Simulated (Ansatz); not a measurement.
A run of Ansatz 0.2.0:

The input input.yaml:

```yaml
crystal:
  lattice:
    - [-2.08287225, 2.08287225, 6.682763]
    - [2.08287225, -2.08287225, 6.682763]
    - [2.08287225, 2.08287225, -6.682763]
  atoms:
    - { symbol: Ba, position: [0.8535895, 0.8535895, 0.0] }
    - { symbol: Ba, position: [0.1464105, 0.1464105, 0.0] }
    - { symbol: Cr, position: [0.5, 0.5, 0.0], spin: 3.0 }
    - { symbol: "N", position: [0.366857, 0.366857, 0.0] }
    - { symbol: "N", position: [0.633143, 0.633143, 0.0] }
hamiltonian:
  xc: pbe
  pseudopotentials: { kind: paw }
magnetization:
  spin_polarized: true
kpoints:
  mp_grid: { grid: [9, 9, 9] }
scf:
  occupations: { method: fermi_dirac, width: 0.05 }
output:
  forces: true
  stress: true
  eigenvalues: true
```

Potentials or basis: Ansatz PAW.

The run is started by

```sh
$ ansatz run input.yaml --threads 2 --pin off --max-ram 5120MiB --backend cpu --events-out ev --progress --plain --runs-dir out
```

Hardware: 2 threads of Intel(R) Xeon(R) Processor @ 2.50GHz (Skylake/Cascade Lake) (shared host).

Problem. How long does it take, and how much memory?

Solution. Run time: 63 s on 2 threads of Intel(R) Xeon(R) Processor @ 2.50GHz (Skylake/Cascade Lake), with other jobs on the host, peak memory 0.69 GiB. Counts: scf iterations 15, plane waves 2243, k points 75, bands 29.
